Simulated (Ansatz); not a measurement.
# In3C2: one candidate structure, part 2 of 2

Aim: relax In3C2 from this start, A-type sesquioxide type (P-3m1, No. 164), and see where it ends.

Ansatz 0.2.0; DFT PBE, scalar-relativistic, plane waves, PAW. The steps go on from the part before.

### Step 4. Relaxing cell and atoms

The input, input.yaml:

```yaml
crystal:
  lattice:
    - [3.8259487794, 0.0, 0.0]
    - [-1.9129743897, 3.3133688366, 0.0]
    - [0.0, 0.0, 7.4231074469]
  atoms:
    - { symbol: In, position: [0.0, 0.0, 0.0] }
    - { symbol: In, position: [0.3333333333, 0.6666666667, 0.6582824812] }
    - { symbol: In, position: [0.6666666667, 0.3333333333, 0.3417175188] }
    - { symbol: C, position: [0.3333333333, 0.6666666667, 0.3002584999] }
    - { symbol: C, position: [0.6666666667, 0.3333333333, 0.6997415001] }
basis:
  ecutwfc: 420
kpoints:
  mp_grid: { grid: [12, 12, 6] }
hamiltonian:
  xc: pbe
scf:
  occupations: { method: gaussian, width: 0.1 }
output:
  forces: true
  stress: true
  eigenvalues: true
  write_density: true
  write_potential: true
  elf: true
  volumetric_format: npy
relax:
  adjacent_minimum: "off"
  f_tol: 0.01
  max_steps: 80
  cell: { stress_tol: 0.05 }
```

Launch:

```bash
ansatz run input.yaml --threads 1 --pin off --max-ram 2560MiB --backend cpu --events-out ev --progress --plain --runs-dir out
```

The program printed, cut to the lines that bear on the results:

```text
Warning: RAYON_NUM_THREADS=1 ignored (pool sized by the plan → 1); use --threads N
[...]
Pseudopotentials: kind: paw
Pseudopotential: In, paw, valence charge 13, recommended cutoff 420 eV (normal), In.paw.azcp
Pseudopotential: C, paw, valence charge 4, recommended cutoff 420 eV (normal), C.paw.azcp
Functional definition: PBE
[...]
Crystal: 5 atoms, lattice volume = 94.101 Å³
Basis set: ecut = 420 eV, 1813 PW (Γ), exchange–correlation on 54×54×100 points (8 copies of the dense FFT grid, shifted against one another)
Bands: 29, of which v1, the nominal top of the filled ones, is band 24 counted from 1 (23 counted from 0)
Symmetry: 12 space group operations
Space group: P-3m1 (ITA 164), of the structure as read, at distance tolerance 4.5e-5 Å
k-points: 100 of 864
[...]
SCF iter   1: F=—  HF=-17289.537393 eV  |F-HF|=—  |Δ(HF+E_count)|=         —  Δρ=3.20e-3  dr2=1.31e-2  ethr=1.77e-3  ⟨swp⟩=6.3  Hψ=12872  notcnv=0
[...]
        0.000000      -0.000000      -0.034750
  P = ⅓ Tr σ = -0.0180 GPa (-0.180 kbar)
--- Band table (eV; the first three rows and the last of 100) ---
[...]
--- Relaxed structure (3 steps of the walk, 3 accepted, 1 SCFs on fresh bases) ---
  F+E_penalty+E_count = -17289.53213925 eV   max|allowed force component| = 4.500e-3 eV/Å   (the final SCF, on the basis selected at the relaxed cell)
  cell:  # Å, volume = 94.2617 Å³
    - [3.8277663555018524, 6.4799959527718565e-34, 3.4862092543940005e-19]
    - [-1.9138831777509262, 3.314942903615981, -1.743104627197004e-19]
    - [6.7639446761129505e-19, 0.0, 7.4287196146609835]
  atoms:
    - { symbol: In, position: [-1.2424173661590762e-34, -6.684494076242401e-35, 4.6738471412029856e-20] }
    - { symbol: In, position: [0.3333333333333333, 0.6666666666666666, 0.65885851901126] }
    - { symbol: In, position: [0.6666666666666666, 0.3333333333333333, 0.34114148098874003] }
    - { symbol: C, position: [0.3333333333333333, 0.6666666666666666, 0.29880898990091] }
    - { symbol: C, position: [0.6666666666666666, 0.3333333333333333, 0.70119101009909] }
```

Wall time 2.5 min (1 thread of AMD EPYC (Zen 3), shared host); peak memory 0.52 GiB.

Step by step:

| step | energy from step 1 (eV/cell) | largest force component (eV/Å) | pressure (GPa) | volume (Å³) |
| --- | --- | --- | --- | --- |
| 1 | 0.0000 | 0.0329 | 0.23 | 94.10 |
| 2 | 0.0000 | 0.0326 | -0.14 | 94.41 |
| 3 | -0.0004 | 0.0045 | -0.02 | 94.26 |
| 4 | -0.0006 | 0.0045 | -0.02 | 94.26 |

Step 1 is the start. Step 4 repeats the geometry before it on a plane-wave basis chosen anew for that cell, so its energy need not be comparable with the rows above.

|  | before | after | change |
| --- | --- | --- | --- |
| a (Å) | 3.826 | 3.828 | 0.0 % |
| b (Å) | 3.826 | 3.828 | 0.0 % |
| c (Å) | 7.423 | 7.429 | +0.1 % |
| volume (Å³/atom) | 18.82 | 18.85 | +0.2 % |
| shortest distance (Å) | 2.230 | 2.232 | +0.1 % |
| space group (0.01 Å) | P-3m1 | P-3m1 | same |

Forces and stress were held to the start's 12 operations: a distortion of lower symmetry was not tested.

Density in a lattice plane of the grid's cell (edges 3.83 and 7.43 Å, at 0.333 of the third edge), which holds In and C.

Ten even steps from ' ' (0.04 e/Å³) to '@' (11.68 e/Å³):
```
                        
                        
                        
                        
              ......    
              ......    
              ......    
                        
                        
                        
                        
            ..--++--..  
            ::**@@**::  
            ..==##==..  
              ..::..    
                        
                        
                        
                        
                        
```
Columns run along the first of these edges and rows up along the second, over one cell in 12 and 20 even steps from the bottom left corner. Atoms in the plane (fractional): In at (0.67, 0.34), C at (0.67, 0.70).

ELF in the same plane.

Values, 12 rows by 6 columns:
```
0.23 0.25 0.23 0.17 0.19 0.17
0.21 0.16 0.21 0.51 0.65 0.50
0.36 0.18 0.37 0.81 0.44 0.80
0.30 0.22 0.32 0.81 0.28 0.80
0.24 0.20 0.24 0.57 0.66 0.56
0.15 0.13 0.15 0.18 0.16 0.18
0.24 0.29 0.24 0.26 0.12 0.25
0.30 0.54 0.32 0.16 0.00 0.16
0.36 0.50 0.37 0.24 0.21 0.24
0.21 0.21 0.21 0.17 0.18 0.17
0.23 0.23 0.23 0.12 0.07 0.13
0.26 0.27 0.26 0.15 0.08 0.16
```
Columns run along the first of these edges and rows up along the second, over one cell in 6 and 12 even steps from the bottom left corner. Atoms in the plane (fractional): In at (0.67, 0.34), C at (0.67, 0.70).

Both are smooth fields of the valence electrons: close to the nuclei they are not physical.

Maxima of ELF outside the ion cores: 0.85 on the C–In line, 0.8 Å from C.

### Step 5. Results

What follows sums up all 2 parts. Changes of volume or cell count from the first structure of part 1.

Formation energies count from the elements, computed with the same settings in runs not shown here.

```
                          quantity                                                                       value
                              cell  a = 3.828 Å, b = 3.828 Å, c = 7.429 Å, α = 90.00°, β = 90.00°, γ = 120.00°
                       space group                                                             P-3m1 (No. 164)
                            volume                                                               18.85 Å³/atom
                   gap on the mesh                                                                none (metal)
formation energy from the elements                                                              +1.179 eV/atom
```

**Reading.** The space group stayed P-3m1, and from the first guess the volume went from 17.17 to 18.85 Å³/atom. The formation energy of +1.18 eV/atom is positive, so the elements lie lower than this structure; another structure of the compound can lie lower.
